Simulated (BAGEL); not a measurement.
# CH3BBr (SMILES C[B]Br): UHF/6-31G(d) (density fitting with qzvpp-jkfit, spherical functions)

What is the vertical electron affinity of CH3BBr at UHF/6-31G* (density fitting with qzvpp-jkfit, spherical functions)? 

The results are computed with BAGEL 1.2.2.

5 further runs of the same task are left out: 3 that didn't finish, 2 set aside as unsound or not needed. Runs told in other sessions of the task aren't counted.

### Step 1. The molecule

CH3BBr has 6 atoms, charge 0, and is taken as a doublet. SMILES: `C[B]Br`. The coordinates come from a PBE0-D4/def2-TZVP relaxation.

Bond lengths: C1–B2 1.542 Å, B2–Br3 1.890 Å, C1–H4 1.099 Å, C1–H5 1.094 Å, C1–H6 1.092 Å. Angles: C1–B2–Br3 126.3°, B2–C1–H4 106.3°, B2–C1–H5 113.4°, B2–C1–H6 112.9°, H4–C1–H5 107.2°, H4–C1–H6 106.6°, H5–C1–H6 109.9°.

### Step 2. The energy at UHF/6-31G(d) (density fitting with qzvpp-jkfit, spherical functions)

Input file job.json:

```json
{ "bagel": [

{
  "title": "molecule",
  "basis": "6-31gs.json",
  "df_basis": "qzvpp-jkfit",
  "angstrom": "true",
  "geometry": [
    { "atom": "C", "xyz": [   -0.320400,    0.337300,   -0.311000 ] },
    { "atom": "B", "xyz": [    0.157600,   -1.056200,    0.144200 ] },
    { "atom": "Br", "xyz": [    1.616800,   -1.419300,    1.288500 ] },
    { "atom": "H", "xyz": [   -1.026400,    0.687700,    0.455600 ] },
    { "atom": "H", "xyz": [    0.485000,    1.076000,   -0.369800 ] },
    { "atom": "H", "xyz": [   -0.870300,    0.310400,   -1.253600 ] }
  ]
},
{
  "title": "uhf",
  "nopen": 1
},
{
  "title": "print",
  "file": "orbitals.molden",
  "orbitals": "true"
}

]}
```

The basis set 6-31G* is read from a file made from the Basis Set Exchange's data (not shown).

Run with:

```console
$ BAGEL_NUM_THREADS=1 BAGEL job.json > job.out
```

Log:

```text
* using 1 threads per process

  ===============================================================
  ===============================================================

  *** Geometry ***

  { "atom" : "C", "xyz" : [     -0.605468,      0.637405,     -0.587705 ] },
  { "atom" : "B", "xyz" : [      0.297821,     -1.995929,      0.272499 ] },
  { "atom" : "Br", "xyz" : [      3.055309,     -2.682088,      2.434912 ] },
  { "atom" : "H", "xyz" : [     -1.939615,      1.299565,      0.860959 ] },
  { "atom" : "H", "xyz" : [      0.916517,      2.033345,     -0.698821 ] },
  { "atom" : "H", "xyz" : [     -1.644629,      0.586571,     -2.368961 ] },

  Number of auxiliary basis functions:      470

  Since a DF basis is specified, we compute 2- and 3-index integrals:
    o Being stored without compression. Storage requirement is 0.016 GB

  Number of basis functions:       66
  Number of electrons      :       49

    * METHOD: MOLECULE                             0.23

  *** Open-shell HF ***

  === Nuclear Repulsion ===
   124.5696060748

      * DIIS with orbital gradients will be used.

  === UHF iteration (6-31gs.json) ===
      0      -2636.29626621          0.02269261           0.11
      1      -2636.36456843          0.00866824           0.11
      2      -2636.37535251          0.00361003           0.11
      3      -2636.37744973          0.00130368           0.11
      4      -2636.37830999          0.00029298           0.11
      5      -2636.37841064          0.00012279           0.11
      6      -2636.37843394          0.00003951           0.11
      7      -2636.37843861          0.00001722           0.11
      8      -2636.37843985          0.00000835           0.11
      9      -2636.37844003          0.00000608           0.11
     10      -2636.37844011          0.00000402           0.11
     11      -2636.37844014          0.00000179           0.11
     12      -2636.37844015          0.00000091           0.11
     13      -2636.37844015          0.00000049           0.11
     14      -2636.37844016          0.00000026           0.11
     15      -2636.37844016          0.00000010           0.11
     16      -2636.37844016          0.00000005           0.11
     17      -2636.37844016          0.00000004           0.11
     18      -2636.37844016          0.00000003           0.11
     19      -2636.37844016          0.00000002           0.11
     20      -2636.37844016          0.00000001           0.11
     21      -2636.37844016          0.00000001           0.11
    * SCF iteration converged.

    * S^2 (UHF) is 0.7539

    * Permanent dipole moment:
           (    0.382802,    -0.431306,     0.292141) a.u.

    * METHOD: UHF                                  2.63

    * METHOD: PRINT                                0.01

  ===============================================================
```

Wall time 3 s (1 thread of Arm Neoverse V1, shared host); peak memory 0.098 GiB.

### Step 3. The singlet anion, same level

job.json, as its differences from that of step 2:

```diff
@@ -17,4 +17,4 @@
 {
-  "title": "uhf",
-  "nopen": 1
+  "title": "hf",
+  "charge": -1
 },
```

The basis set 6-31G* is read from a file made from the Basis Set Exchange's data (not shown).

Run with:

```console
$ BAGEL_NUM_THREADS=1 BAGEL job.json > job.out
```

Log:

```text
* using 1 threads per process

  ===============================================================
  ===============================================================

  *** Geometry ***

  { "atom" : "C", "xyz" : [     -0.605468,      0.637405,     -0.587705 ] },
  { "atom" : "B", "xyz" : [      0.297821,     -1.995929,      0.272499 ] },
  { "atom" : "Br", "xyz" : [      3.055309,     -2.682088,      2.434912 ] },
  { "atom" : "H", "xyz" : [     -1.939615,      1.299565,      0.860959 ] },
  { "atom" : "H", "xyz" : [      0.916517,      2.033345,     -0.698821 ] },
  { "atom" : "H", "xyz" : [     -1.644629,      0.586571,     -2.368961 ] },

  Number of auxiliary basis functions:      470

  Since a DF basis is specified, we compute 2- and 3-index integrals:
    o Being stored without compression. Storage requirement is 0.016 GB

  Number of basis functions:       66
  Number of electrons      :       49

    * METHOD: MOLECULE                             0.23

  *** RHF ***

  === Nuclear Repulsion ===
   124.5696060748

      * DIIS with orbital gradients will be used.

  === RHF iteration (6-31gs.json) ===
      0      -2636.18846734          0.01513236           0.06
      1      -2636.28346766          0.00637566           0.06
      2      -2636.29945611          0.00145505           0.06
      3      -2636.30191175          0.00039851           0.06
      4      -2636.30229675          0.00019593           0.06
      5      -2636.30239577          0.00008556           0.06
      6      -2636.30241017          0.00002621           0.06
      7      -2636.30241179          0.00000719           0.06
      8      -2636.30241186          0.00000224           0.06
      9      -2636.30241187          0.00000085           0.06
     10      -2636.30241187          0.00000034           0.06
     11      -2636.30241187          0.00000017           0.06
     12      -2636.30241187          0.00000011           0.05
     13      -2636.30241187          0.00000007           0.06
     14      -2636.30241187          0.00000003           0.05
     15      -2636.30241187          0.00000001           0.06
    * SCF iteration converged.

    * Permanent dipole moment:
           (   -1.155398,    -0.724453,    -0.850681) a.u.

    * METHOD: HF                                   1.12

    * METHOD: PRINT                                0.01

  ===============================================================
```

It took 1.5 s on 1 thread of Arm Neoverse V1, shared host; peak memory 0.098 GiB.

### Step 4. Summary of results

Level: UHF/6-31G* (density fitting with qzvpp-jkfit, spherical functions).

| quantity | value |
| --- | --- |
| doublet CH3BBr: total energy | -2636.37844 Eh |
| doublet CH3BBr: dipole moment | 1.64 D |
| doublet CH3BBr: ⟨S²⟩ | 0.754 |
| singlet anion: total energy | -2636.30241 Eh |
| singlet anion: HOMO energy | 0.78 eV |
| singlet anion: LUMO energy | 9.83 eV |
| singlet anion: HOMO–LUMO gap (to an unbound level, set by the basis) | 9.05 eV |
| vertical electron affinity (to the singlet anion) | -2.069 eV |

The anion lies 2.07 eV (48 kcal/mol) above the neutral: the electron isn't bound at this level, and such a value depends on the basis. Without diffuse functions anions come out too high. Hartree–Fock misses the correlation that binds many anions. The HOMO (singlet anion) lies at positive energy, 0.78 eV: the electron is unbound at this level or held by a compact basis; values depend on the basis.
